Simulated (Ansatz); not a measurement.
Crystal: NbTe.

```
Te Nb
1.0
     3.70297    0.00000    0.00000
    -1.85149    3.20687    0.00000
     0.00000    0.00000    3.69421
Te Nb
1 1
Cartesian
  1.8515 1.0690 0.0000
  0.0000 0.0000 1.8471
```

The cell comes from a database or a generator and needn't be the stable form of this composition.

Base run:

```yaml
Program: Ansatz 0.2.0
Functional: PBEsol
Potentials_or_basis: Ansatz PAW
Cutoff: 420 eV
Density_cutoff: 1680 eV
k_mesh: 8 × 8 × 7
Occupations: fermi-dirac, width 0.05 eV
Spin: no spin polarisation
Hubbard_terms: Nb d U = 3 eV
```

Its results: band gap on the k mesh none (metal or under the smearing width); pressure -4.7 GPa.

Problem. After a change of settings the same cell gave: band gap on the k mesh none (metal or under the smearing width); pressure -1.0 GPa. Which change was it?
A. k mesh from 8 × 8 × 7 to 8 × 8 × 6; hubbard terms from Nb d U = 3 eV to none; hubbard projectors from ortho-atomic (the default) to none
B. hubbard terms from Nb d U = 3 eV to none; hubbard projectors from ortho-atomic (the default) to none
C. hubbard terms from Nb d U = 3 eV to Nb d U = 6 eV
D. hubbard terms from Nb d U = 3 eV to Nb d U = 5 eV

Solution. C.

Caveats: U without spin polarisation on a metal has little footing; the PAW data sets come from PBE, with cores solved anew for the run's functional, which leaves a small shift of forces and pressure; the U is typed as a test and isn't derived for this compound.

Not every run made on this cell is shown here.
